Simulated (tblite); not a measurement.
# CH3BOTe (SMILES O=CB[TeH]) at GFN2-xTB

We compute a geometry optimisation of CH3BOTe. The job is set up through a Python script.

The results are computed with tblite 0.8.0.

29 further runs of the same task are left out: 29 set aside as unsound or not needed.

## 1. The molecule

CH3BOTe has 7 atoms, charge 0, and is taken as a singlet. SMILES: `O=CB[TeH]`. The shape comes from GFN2-xTB, which is rough for such elements, and wasn't checked as a minimum. This is one conformer, not always the lowest. The run starts from this shape.

Bond lengths: O1–C2 1.216 Å, C2–B3 1.581 Å, B3–Te4 2.071 Å, C2–H5 1.111 Å, B3–H6 1.166 Å, Te4–H7 1.634 Å. Angles: O1–C2–B3 124.0°, C2–B3–Te4 116.4°, O1–C2–H5 117.9°, B3–C2–H5 118.2°, C2–B3–H6 120.6°, Te4–B3–H6 123.0°, B3–Te4–H7 92.2°.

## 2. A geometry optimisation at GFN2-xTB

start.xyz reads:

```xyz
7

O     -0.331990     0.079340    -1.599850
C     -0.372630     0.738040    -0.578170
B      0.042410     0.188150     0.845350
Te     0.821650    -1.729980     0.900730
H     -0.723130     1.789930    -0.652260
H     -0.094490     0.844950     1.798960
H      0.658190    -1.910430    -0.714760
```

xtb_job.py reads:

```python
import json
import numpy as np
from tblite.interface import Calculator
from tblite.interface import symbols_to_numbers
from scipy.optimize import minimize

symbols = list(map(str, np.loadtxt("start.xyz", skiprows=2, usecols=0, dtype=str, ndmin=1)))
numbers = np.array(symbols_to_numbers(symbols))
positions = np.loadtxt("start.xyz", skiprows=2, usecols=(1, 2, 3), ndmin=2) / 0.52917721

calculator = Calculator("GFN2-xTB", numbers, positions, charge=0, uhf=0)
calculator.set("verbosity", 0)
calculator.set("accuracy", 0.01)
last, frames, energies, grads = [None], [], [], []

def fun(x):
    calculator.update(x.reshape(-1, 3))
    last[0] = calculator.singlepoint(last[0])
    return float(last[0].get('energy')), last[0].get('gradient').ravel()

def show(x):
    e, g = fun(x)
    frames.append(x.reshape(-1, 3).tolist())
    energies.append(e)
    grads.append(g.reshape(-1, 3).tolist())
    print(f"{len(energies) - 1:4d} {e:16.9f} {np.abs(g).max():12.3e} {np.linalg.norm(g):12.3e}")

print("step      energy/Eh       max grad     grad norm")
show(positions.ravel())
opt = minimize(fun, positions.ravel(), jac=True, method="BFGS", callback=show, options={"gtol": 3e-05, "maxiter": 500})
print("converged:", opt.success, "-", opt.message)
fun(opt.x)
wfn = last[0]
final = opt.x.reshape(-1, 3)
print("final geometry (angstrom)")
for s, p in zip(symbols, final * 0.529177210903):
    print(f"{s:<2} {p[0]:12.6f} {p[1]:12.6f} {p[2]:12.6f}")
print(f"E(total): {wfn.get('energy'):.8f} Eh")
eps = np.atleast_2d(wfn.get("orbital-energies")) * 27.211386
occ = np.atleast_2d(wfn.get("orbital-occupations"))
filled = occ.sum(axis=0) if eps.shape[0] == 1 else occ[0]
homo = np.nonzero(filled > 0.5)[0].max()
print("  MO   occupation   energy/eV")
for i in range(max(0, homo - 4), min(eps.shape[1], homo + 5)):
    print(f"{i + 1:4d} {filled[i]:10.4f} {eps[0, i]:12.4f}")
mu = wfn.get("dipole") * 2.541746
print(f"Dipole moment: {np.linalg.norm(mu):.4f} D, components " + " ".join(f"{c:.4f}" for c in mu))
q = wfn.get("charges")
print("Charges:", " ".join(f"{s}{i + 1}={c:+.4f}" for i, (s, c) in enumerate(zip(symbols, q))))
out = {k: np.asarray(wfn.get(k)).tolist() for k in ("energy", "gradient", "charges", "dipole", "orbital-energies", "orbital-occupations")}
out.update(symbols=symbols, positions=(positions * 0.529177210903).tolist(), final=final.tolist(), frames=frames, step_energies=energies, grads=grads, success=bool(opt.success))
json.dump(out, open("results.json", "w"))
```

Command:

```console
$ python xtb_job.py
```

Q: Predict the results. Wanted: total energy at the end; dipole moment; HOMO energy; LUMO energy; HOMO–LUMO gap.

Answer, from the run:

Level: GFN2-xTB.

```
               quantity         value
total energy at the end  -12.01668 Eh
          dipole moment        2.14 D
            HOMO energy     -10.53 eV
            LUMO energy      -8.48 eV
          HOMO–LUMO gap       2.05 eV
```

**Reading.** At the final geometry: Bond lengths: O1–C2 1.216 Å, C2–B3 1.582 Å, B3–Te4 2.071 Å, C2–H5 1.111 Å, B3–H6 1.166 Å, Te4–H7 1.634 Å. Angles: O1–C2–B3 124.0°, C2–B3–Te4 116.4°, O1–C2–H5 117.9°, B3–C2–H5 118.1°, C2–B3–H6 120.6°, Te4–B3–H6 123.0°, B3–Te4–H7 92.1°. The optimisation took 45 steps and changed the energy by -0.000 eV. Mulliken charges run from -0.33 on O1 to +0.19 on B3.
